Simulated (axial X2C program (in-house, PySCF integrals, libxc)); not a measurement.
**Linear OSnO at several levels**

Aim: the two bond lengths and stretching wavenumbers of linear OSnO, with and without spin–orbit coupling, at PBE0, HF, LDA, MP2.

Method: all-electron X2C, two-component (2c) or spin-free, O dyall-av3z, Sn dyall-v3z; program: an in-house X2C program for linear molecules on PySCF integrals.

All values are calculated.

1 further run of the same task is left out (set aside as unsound or not needed).

## 1. The job

File task.json:

```json
{"zs": [8, 50, 8], "q": 0, "bas": ["dyall-av3z", "dyall-v3z", "dyall-av3z"], "r0": [1.87, 1.87], "symm": 1, "scan": ["PBE0", "HF", "LDA"], "levels": ["PBE0", "HF", "r2SCAN"], "nst": 2}
```

Keys: zs atomic numbers; q charge; bas basis sets; r0 starting distance in Å; symm equal bonds; scan levels of the two-bond scan (MP2 follows by itself at each HF point); levels methods; nst determinants followed.

On the command line:

```
$ python solin.py task.json out
```

Masses O 15.995, Sn 119.902, O 15.995 u.

## 2. Scan at PBE0, 2c

State: Ω = 0 (all partner blocks equally filled). Energies above the lowest point, from the job's result record:

```csv
r(O–Sn) (Å),r(Sn–O) (Å),E (meV)
1.7657,1.7657,75.25
1.7657,1.8110,38.13
1.7657,1.8563,77.73
1.8110,1.7657,38.13
1.8110,1.8110,0.00
1.8110,1.8563,38.64
1.8110,1.9016,136.57
1.8563,1.7657,77.73
1.8563,1.8110,38.64
1.8563,1.8563,76.40
1.9016,1.8110,136.57
1.9016,1.9016,269.83
```

A quadratic surface with cubic terms in each bond gives the minimum at 1.809 and 1.809 Å, force constants 6.06, 6.06 and coupling -0.07 mdyn/Å.

## 3. Scan at HF, 2c

State: Ω = 0 (all partner blocks equally filled). Energies above the lowest point, from the job's result record:

```csv
r(O–Sn) (Å),r(Sn–O) (Å),E (meV)
1.7657,1.7657,0.22
1.7657,1.8110,0.00
1.7657,1.8563,72.89
1.8110,1.7657,0.00
1.8110,1.8110,0.65
1.8110,1.8563,74.68
1.8110,1.9016,201.66
1.8563,1.7657,72.89
1.8563,1.8110,74.68
1.8563,1.8563,150.25
1.9016,1.8110,201.66
1.9016,1.9016,410.43
```

A quadratic surface with cubic terms in each bond gives the minimum at 1.788 and 1.788 Å, force constants 6.57, 6.57 and coupling 0.12 mdyn/Å.

## 4. Scan at LDA, 2c

State: Ω = 0 (all partner blocks equally filled). Energies above the lowest point, from the job's result record:

```csv
r(O–Sn) (Å),r(Sn–O) (Å),E (meV)
1.7657,1.7657,74.62
1.7657,1.8110,38.05
1.7657,1.8563,76.78
1.8110,1.7657,38.05
1.8110,1.8110,0.00
1.8110,1.8563,37.24
1.8110,1.9016,133.02
1.8563,1.7657,76.78
1.8563,1.8110,37.24
1.8563,1.8563,73.01
1.9016,1.8110,133.02
1.9016,1.9016,260.24
```

A quadratic surface with cubic terms in each bond gives the minimum at 1.810 and 1.810 Å, force constants 5.92, 5.92 and coupling -0.11 mdyn/Å.

## 5. The levels side by side

| level | r(O–Sn) (Å) | r(Sn–O) (Å) | lower stretch (cm⁻¹) | upper stretch (cm⁻¹) |
| --- | --- | --- | --- | --- |
| PBE0, 2c | 1.809 | 1.809 | 797.0 | 907.3 |
| HF, 2c | 1.788 | 1.788 | 842.8 | 931.0 |
| LDA, 2c | 1.810 | 1.810 | 785.0 | 900.8 |
| MP2, 2c | 1.820 | 1.820 | 817.9 | 973.0 |
| PBE0, spin-free | 1.809 | 1.809 | 797.4 | 907.7 |
| HF, spin-free | 1.787 | 1.787 | 844.3 | 931.7 |
| LDA, spin-free | 1.809 | 1.809 | 785.3 | 901.1 |
| MP2, spin-free | 1.820 | 1.820 | 815.3 | 972.4 |

Scans not shown above were run alike.

**Reading.** Over the levels the O–Sn bond spans 1.787 to 1.820 Å and the Sn–O bond 1.787 to 1.820 Å. At PBE0 spin–orbit coupling leaves both bonds unchanged to 0.001 Å. Each state is one determinant, the lowest of a limited PBE0 search; the stretches come from a fit to few points and are good to some per cent at best. MP2 freezes inner shells (threshold -2 hartree). The molecule was held linear; bending was not examined, so a bent shape may lie lower.
